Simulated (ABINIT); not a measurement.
# CuF (P4/mmm) in ABINIT: reference runs

How does CuF come out in PBE? The cell is run as given and disturbed.

All numbers are computed with ABINIT 10.8.3 (patched build); they aren't measurements. Logs are shortened: lines on timing, memory, paths and dates and some standing lists are left out, and cuts for length are marked. The log counts tension as positive stress, the text compression.

## (1) The structure

The structure is tetragonal, space group P4/mmm (No. 123). The conventional cell has a = 2.471 Å, b = 2.471 Å, c = 3.417 Å, α = 90.00°, β = 90.00°, γ = 90.00°. Cu (site symmetry 4/mmm) has 8 F at 2.44 Å and 4 Cu at 2.47 Å as nearest neighbours. Around F (site symmetry 4/mmm) lie 8 Cu at 2.44 Å and 4 F at 2.47 Å.

The cell was built by a generator and needn't be a form met in nature.

## (2) Single point, PBE

run.abi reads:

```
# Pseudopotentials
pp_dirpath "./"
pseudos "Cu.GGA_PBE-JTH.xml, F.GGA_PBE-JTH.xml"

# Structure
structure "poscar:POSCAR"
natom 2

# Plane-wave basis
ecut 26.0
pawecutdg 48.0
pawxcdev 0

# k points
kptopt 1
ngkpt 11 11 8
nshiftk 1
shiftk 0.0 0.0 0.0

# Exchange and correlation
ixc 11

# Bands and occupations
nband 17
occopt 3
tsmear 0.05 eV

# SCF cycle
nstep 100
tolvrs 1.0e-9

# Output
iomode 3
prtwf 0
prtden 0
prteig 0
prtebands 0
```

POSCAR reads:

```
CuF
1.0
    2.4710065500      0.0000000000      0.0000000000
    0.0000000000      2.4710065500      0.0000000000
    0.0000000000      0.0000000000      3.4165013900
Cu F
1 1
Direct
    0.0000000000      0.0000000000      0.0000000000  Cu
    0.5000000000      0.5000000000      0.5000000000  F
```

Potentials or basis: JTH PAW PBE v2.0.

The run is started by

```
abinit run.abi > log 2>&1
```

run.abo:

```text
.Version 10.8.3 of ABINIT
 Symmetries : space group P4/m m m (#123); Bravais tP (primitive tetrag.)
================================================================================
 Values of the parameters that define the memory need of the present run
     intxc =       0    ionmov =       0      iscf =      17    lmnmax =      18
     lnmax =       6     mgfft =      30  mpssoang =       3    mqgrid =    3001
     natom =       2  nloc_mem =       2    nspden =       1   nspinor =       1
    nsppol =       1      nsym =      16    n1xccc =       1    ntypat =       2
    occopt =       3   xclevel =       2
       mpw =         908          nfft =       17280          nkpt =         105
 PAW method is used; the additional fine FFT grid is defined by:
   mgfftf=        45    nfftf =     40500
================================================================================
================================================================================

--------------------------------------------------------------------------------
------------- Echo of variables that govern the present computation ------------
--------------------------------------------------------------------------------
 -outvars: echo values of preprocessed input variables --------
            acell      1.0000000000E+00  1.0000000000E+00  1.0000000000E+00 Bohr
              amu      6.35460000E+01  1.89984032E+01
             ecut      2.60000000E+01 Hartree
                       outvar_i_n : Printing only first  50 k-points.
              ixc          11
                       outvar_i_n : Printing only first  50 k-points.
         kptrlatt       11    0    0      0   11    0      0    0    8
          kptrlen      5.13647820E+01
            natom           2
            nband          17
            ngfft          24      24      30
          ngfftdg          30      30      45
             nkpt         105
            nstep         100
             nsym          16
           ntypat           2
                       prtocc : prtvol=0, do not print more k-points.
           occopt           3
        pawecutdg      4.80000000E+01 Hartree
         pawxcdev           0
           prtden           0
        prtebands           0
           prteig           0
            prtwf           0
            rprim      4.6695256348E+00  0.0000000000E+00  0.0000000000E+00
                       0.0000000000E+00  4.6695256348E+00  0.0000000000E+00
                       0.0000000000E+00  0.0000000000E+00  6.4562519359E+00
          spgroup         123
           tolvrs      1.00000000E-09
           tsmear      1.83746611E-03 Hartree
            typat      1  2
           useylm           1
                       outvars : Printing only first  50 k-points.
           xangst      0.0000000000E+00  0.0000000000E+00  0.0000000000E+00
                       1.2355032750E+00  1.2355032750E+00  1.7082506950E+00
            xcart      0.0000000000E+00  0.0000000000E+00  0.0000000000E+00
                       2.3347628174E+00  2.3347628174E+00  3.2281259679E+00
             xred      0.0000000000E+00  0.0000000000E+00  0.0000000000E+00
                       5.0000000000E-01  5.0000000000E-01  5.0000000000E-01
            znucl       29.00000    9.00000

================================================================================

 chkinp: Checking input parameters for consistency.

================================================================================
== DATASET  1 ==================================================================

--- !DatasetInfo
iteration_state: {dtset: 1, }
dimensions: {natom: 2, nkpt: 105, mband: 17, nsppol: 1, nspinor: 1, nspden: 1, mpw: 908, }
cutoff_energies: {ecut:  26.0, pawecutdg:  48.0, }
electrons: {nelect:   2.60000000E+01, charge:   0.00000000E+00, occopt:   3.00000000E+00, tsmear:   1.83746611E-03, }
meta: {optdriver: 0, ionmov: 0, optcell: 0, iscf: 17, paral_kgb: 0, }
...

 Exchange-correlation functional for the present dataset will be:
  GGA: Perdew-Burke-Ernzerhof functional - ixc=11
  J.P.Perdew, K.Burke, M.Ernzerhof, PRL 77, 3865 (1996)

 Real(R)+Recip(G) space primitive vectors, cartesian coordinates (Bohr,Bohr^-1):
 R(1)=  4.6695256  0.0000000  0.0000000  G(1)=  0.2141545  0.0000000  0.0000000
 R(2)=  0.0000000  4.6695256  0.0000000  G(2)=  0.0000000  0.2141545  0.0000000
 R(3)=  0.0000000  0.0000000  6.4562519  G(3)=  0.0000000  0.0000000  0.1548886
 Unit cell volume ucvol=  1.4077515E+02 bohr^3
 Angles (23,13,12)=  9.00000000E+01  9.00000000E+01  9.00000000E+01 degrees

 Coarse grid specifications (used for wave-functions):

 getcut: wavevector=  0.0000  0.0000  0.0000  ngfft=  24  24  30
         ecut(hartree)=     26.000   => boxcut(ratio)=   2.02437

 Fine grid specifications (used for densities):

 getcut: wavevector=  0.0000  0.0000  0.0000  ngfft=  30  30  45
         ecut(hartree)=     48.000   => boxcut(ratio)=   2.05998

[... 45 lines left out ...]

 At SCF step   16       nres2   =  3.05E-10 < tolvrs=  1.00E-09 =>converged.

 Cartesian components of stress tensor (hartree/bohr^3)
  sigma(1 1)= -3.88010584E-04  sigma(3 2)=  0.00000000E+00
  sigma(2 2)= -3.88010584E-04  sigma(3 1)=  0.00000000E+00
  sigma(3 3)=  3.89593072E-04  sigma(2 1)=  0.00000000E+00

--- !ResultsGS
iteration_state: {dtset: 1, }
comment   : Summary of ground state results
lattice_vectors:
- [  4.6695256,   0.0000000,   0.0000000, ]
- [  0.0000000,   4.6695256,   0.0000000, ]
- [  0.0000000,   0.0000000,   6.4562519, ]
lattice_lengths: [   4.66953,    4.66953,    6.45625, ]
lattice_angles: [ 90.000,  90.000,  90.000, ] # degrees, (23, 13, 12)
lattice_volume:   1.4077515E+02
convergence: {deltae:  2.728E-12, res2:  3.047E-10, residm:  3.094E-04, diffor: null, }
etotal    :  -2.22313827E+02
entropy   :   0.00000000E+00
fermie    :   1.55675419E-01
cartesian_stress_tensor: # hartree/bohr^3
- [ -3.88010584E-04,   0.00000000E+00,   0.00000000E+00, ]
- [  0.00000000E+00,  -3.88010584E-04,   0.00000000E+00, ]
- [  0.00000000E+00,   0.00000000E+00,   3.89593072E-04, ]
pressure_GPa:   3.7897E+00
xred      :
- [  0.0000E+00,   0.0000E+00,   0.0000E+00, Cu]
- [  5.0000E-01,   5.0000E-01,   5.0000E-01,  F]
cartesian_forces: # hartree/bohr
- [ -0.00000000E+00,  -0.00000000E+00,  -0.00000000E+00, ]
- [ -0.00000000E+00,  -0.00000000E+00,  -0.00000000E+00, ]
force_length_stats: {min:   0.00000000E+00, max:   0.00000000E+00, mean:   0.00000000E+00, }
...

 Integrated electronic density in atomic spheres:
 ------------------------------------------------
 Atom  Sphere_radius  Integrated_density
    1        2.00090         17.28586003
    2        1.40289          5.59429096

================================================================================

 ----iterations are completed or convergence reached----

 Mean square residual over all n,k,spin=   26.032E-08; max=  30.943E-05
 reduced coordinates (array xred) for    2 atoms
       0.000000000000      0.000000000000      0.000000000000
       0.500000000000      0.500000000000      0.500000000000
 rms dE/dt=  0.0000E+00; max dE/dt=  0.0000E+00; dE/dt below (all hartree)
    1       0.000000000000      0.000000000000      0.000000000000
    2       0.000000000000      0.000000000000      0.000000000000

 cartesian coordinates (angstrom) at end:
    1      0.00000000000000     0.00000000000000     0.00000000000000
    2      1.23550327500000     1.23550327500000     1.70825069500000

 cartesian forces (hartree/bohr) at end:
    1     -0.00000000000000    -0.00000000000000    -0.00000000000000
    2     -0.00000000000000    -0.00000000000000    -0.00000000000000
 frms,max,avg= 0.0000000E+00 0.0000000E+00   0.000E+00  0.000E+00  0.000E+00 h/b

 cartesian forces (eV/Angstrom) at end:
    1     -0.00000000000000    -0.00000000000000    -0.00000000000000
    2     -0.00000000000000    -0.00000000000000    -0.00000000000000
 frms,max,avg= 0.0000000E+00 0.0000000E+00   0.000E+00  0.000E+00  0.000E+00 e/A
 length scales=  1.000000000000  1.000000000000  1.000000000000 bohr
              =  0.529177210544  0.529177210544  0.529177210544 angstroms
 Fermi (or HOMO) energy (hartree) =   0.15568   Average Vxc (hartree)=  -0.41522
 Eigenvalues (hartree) for nkpt= 105  k points:
 kpt#   1, nband= 17, wtk=  0.00103, kpt=  0.0000  0.0000  0.0000 (reduced coord)
  -3.92323   -2.35923   -2.35923   -2.35346   -0.70073   -0.03210    0.02072    0.05930
   0.05961    0.05961    0.12557    0.13411    0.13411    0.14124    0.58881    0.66532
   0.87440
      occupation numbers for kpt#   1
   2.00000    2.00000    2.00000    2.00000    2.00000    2.00000    2.00000    2.00000
   2.00000    2.00000    2.00000    1.99998    1.99998    1.99923    0.00000    0.00000
   0.00000
 prteigrs : prtvol=0 or 1, do not print more k-points.

--- !EnergyTerms
iteration_state     : {dtset: 1, }
comment             : Components of total free energy in Hartree
kinetic             :  2.06495219765886E+01
hartree             :  5.36087103545968E+01
xc                  : -6.04471987293795E+00
Ewald energy        : -1.30829346608434E+02
psp_core            :  7.92820844602867E+00
local_psp           : -1.36025091155775E+02
PAW spherical_terms : -3.16009710870063E+01
internal            : -2.22313687946940E+02
'-kT*entropy'       : -1.37650939988373E-04
total_energy        : -2.22313825597880E+02
total_energy_eV     : -6.04946737616556E+03
...

--- !EnergyTermsDC
iteration_state     : {dtset: 1, }
comment             : '"Double-counting" decomposition of free energy'
band_energy         : -2.22799302634652E+01
Ewald energy        : -1.30829346608434E+02
psp_core            :  7.92820844602867E+00
xc_dc               : -5.18339862304267E+01
PAW spherical_terms : -2.52986349681965E+01
internal            : -2.22313689624494E+02
'-kT*entropy'       : -1.37650939988373E-04
total_energy_dc     : -2.22313827275434E+02
total_energy_dc_eV  : -6.04946742181413E+03
...

--- !EnergyTermsWithPAWCore
iteration_state     : {dtset: 1, }
comment             : 'Components of total free energy, including PAW core contributions'
Total energy        : -1.75483958541329E+03
Total energy DC     : -1.75483958709085E+03
Total energy (eV)   : -4.77516177584182E+04
Total energy DC (eV): -4.77516178040668E+04
...

 Cartesian components of stress tensor (hartree/bohr^3)
  sigma(1 1)= -3.88010584E-04  sigma(3 2)=  0.00000000E+00
  sigma(2 2)= -3.88010584E-04  sigma(3 1)=  0.00000000E+00
  sigma(3 3)=  3.89593072E-04  sigma(2 1)=  0.00000000E+00

-Cartesian components of stress tensor (GPa)         [Pressure=  3.7897E+00 GPa]
- sigma(1 1)= -1.14156655E+01  sigma(3 2)=  0.00000000E+00
- sigma(2 2)= -1.14156655E+01  sigma(3 1)=  0.00000000E+00
- sigma(3 3)=  1.14622239E+01  sigma(2 1)=  0.00000000E+00

== END DATASET(S) ==============================================================
================================================================================

 -outvars: echo values of variables after computation  --------
            acell      1.0000000000E+00  1.0000000000E+00  1.0000000000E+00 Bohr
           etotal     -2.2231382728E+02
            fcart     -0.0000000000E+00 -0.0000000000E+00 -0.0000000000E+00
                      -0.0000000000E+00 -0.0000000000E+00 -0.0000000000E+00
            rprim      4.6695256348E+00  0.0000000000E+00  0.0000000000E+00
                       0.0000000000E+00  4.6695256348E+00  0.0000000000E+00
                       0.0000000000E+00  0.0000000000E+00  6.4562519359E+00
           strten     -3.8801058443E-04 -3.8801058443E-04  3.8959307161E-04
                       0.0000000000E+00  0.0000000000E+00  0.0000000000E+00
           xangst      0.0000000000E+00  0.0000000000E+00  0.0000000000E+00
                       1.2355032750E+00  1.2355032750E+00  1.7082506950E+00
             xred      0.0000000000E+00  0.0000000000E+00  0.0000000000E+00
                       5.0000000000E-01  5.0000000000E-01  5.0000000000E-01
 Calculation completed.
```

Wall time 46 s (1 thread of Arm Neoverse V2, shared host); peak memory 0.14 GiB.

What came out:

```
Free energy                                           : -6049.4674 eV
Pressure                                              : 3.8 GPa
Band gap on the k mesh                                : none (metal or under the smearing width)
Valence electrons inside the program's atomic spheres : Cu 17.29; F 5.59
```

Caveat: the run has no spin polarisation, though such a crystal can be magnetic; semilocal functionals often make such compounds metallic where correlation or magnetic order opens a gap, which also shifts bond lengths. With open d or f shells a metallic result of PBE can be an artefact of self-interaction; +U or a hybrid may open a gap.

## (3) Single point, PBE (atoms moved at random, drawn with an rms of 0.05 Å)

run.abi: that of step 2 with these lines changed.

```diff
@@ -5,7 +5,20 @@
 # Structure
-structure "poscar:POSCAR"
+acell 4.6695256317 4.6695256317 6.4562519315
+rprim
+     1.0000000000     0.0000000000     0.0000000000
+     0.0000000000     1.0000000000     0.0000000000
+     0.0000000000     0.0000000000     1.0000000000
+ntypat 2
+znucl 29 9
 natom 2
+typat 1 2
+xred
+     0.0016770000     0.0061760000    -0.0142210000
+     0.5105870000     0.5026590000     0.5095430000
+chkprim 0
+chksymtnons 0
+tolsym 1.0e-6
 
 # Plane-wave basis
-ecut 26.0
+ecut 707.496042 eV
 pawecutdg 48.0
@@ -34,4 +47,8 @@
 prtwf 0
-prtden 0
 prteig 0
 prtebands 0
+enunit 1
+prtden 1
+prtvha 1
+prtvclmb 1
+prtpot 1
```

Potentials or basis: JTH PAW PBE v2.0.

The run is started by

```
abinit run.abi > log 2>&1
```

run.abo:

```text
.Version 10.8.3 of ABINIT
 Symmetries : space group P1 (#  1); Bravais aP (primitive triclinic)
================================================================================
 Values of the parameters that define the memory need of the present run
     intxc =       0    ionmov =       0      iscf =      17    lmnmax =      18
     lnmax =       6     mgfft =      30  mpssoang =       3    mqgrid =    3001
     natom =       2  nloc_mem =       2    nspden =       1   nspinor =       1
    nsppol =       1      nsym =       1    n1xccc =       1    ntypat =       2
    occopt =       3   xclevel =       2
       mpw =         908          nfft =       17280          nkpt =         485
 PAW method is used; the additional fine FFT grid is defined by:
   mgfftf=        45    nfftf =     40500
================================================================================
================================================================================

--------------------------------------------------------------------------------
------------- Echo of variables that govern the present computation ------------
--------------------------------------------------------------------------------
 -outvars: echo values of preprocessed input variables --------
            acell      4.6695256317E+00  4.6695256317E+00  6.4562519315E+00 Bohr
              amu      6.35460000E+01  1.89984032E+01
          chkprim           0
      chksymtnons           0
             ecut      2.60000000E+01 Hartree
           enunit           1
                       outvar_i_n : Printing only first  50 k-points.
              ixc          11
                       outvar_i_n : Printing only first  50 k-points.
[... 214 lines left out ...]
psp_core            :  7.92820846202036E+00
xc_dc               : -5.19263399443940E+01
PAW spherical_terms : -2.52990909441099E+01
internal            : -2.22313675130274E+02
'-kT*entropy'       : -1.39544098093731E-04
total_energy_dc     : -2.22313814674372E+02
total_energy_dc_eV  : -6.04946707892178E+03
...

--- !EnergyTermsWithPAWCore
iteration_state     : {dtset: 1, }
comment             : 'Components of total free energy, including PAW core contributions'
Total energy        : -1.75483957039144E+03
Total energy DC     : -1.75483957448978E+03
Total energy (eV)   : -4.77516173496528E+04
Total energy DC (eV): -4.77516174611744E+04
...

 Cartesian components of stress tensor (hartree/bohr^3)
  sigma(1 1)= -3.97294418E-04  sigma(3 2)=  2.35362812E-07
  sigma(2 2)= -3.96696801E-04  sigma(3 1)= -8.64692395E-07
  sigma(3 3)=  3.68141366E-04  sigma(2 1)= -1.36319724E-07

-Cartesian components of stress tensor (GPa)         [Pressure=  4.1763E+00 GPa]
- sigma(1 1)= -1.16888053E+01  sigma(3 2)=  6.92461300E-03
- sigma(2 2)= -1.16712228E+01  sigma(3 1)= -2.54401286E-02
- sigma(3 3)=  1.08310929E+01  sigma(2 1)= -4.01066473E-03

== END DATASET(S) ==============================================================
================================================================================

 -outvars: echo values of variables after computation  --------
            acell      4.6695256317E+00  4.6695256317E+00  6.4562519315E+00 Bohr
           etotal     -2.2231381467E+02
            fcart     -3.6005906280E-04  1.0885434933E-04  3.8307783214E-04
                       3.6005906280E-04 -1.0885434933E-04 -3.8307783214E-04
           strten     -3.9729441800E-04 -3.9669680130E-04  3.6814136589E-04
                       2.3536281205E-07 -8.6469239531E-07 -1.3631972356E-07
           xangst      4.1438779816E-03  1.5260936443E-02 -4.8586066234E-02
                       1.2616638205E+00  1.2420736806E+00  1.7408543666E+00
             xred      1.6770000000E-03  6.1760000000E-03 -1.4221000000E-02
                       5.1058700000E-01  5.0265900000E-01  5.0954300000E-01
 Calculation completed.
```

It took 3.5 min on 1 thread of Arm Neoverse V2, shared host; peak memory 0.33 GiB.

What came out:

| Item | Value |
| --- | --- |
| Free energy | -6049.4671 eV |
| Pressure | 4.2 GPa |
| Largest force | 0.028 eV/Å |
| Band gap on the k mesh | none (metal or under the smearing width) |
| Valence electrons inside the program's atomic spheres | Cu 17.29; F 5.61 |

Forces on the atoms (eV/Å):
```
Cu  -0.019  0.006  0.020
F    0.019 -0.006 -0.020
```

Caveat: the run has no spin polarisation, though such a crystal can be magnetic; semilocal functionals often make such compounds metallic where correlation or magnetic order opens a gap, which also shifts bond lengths.
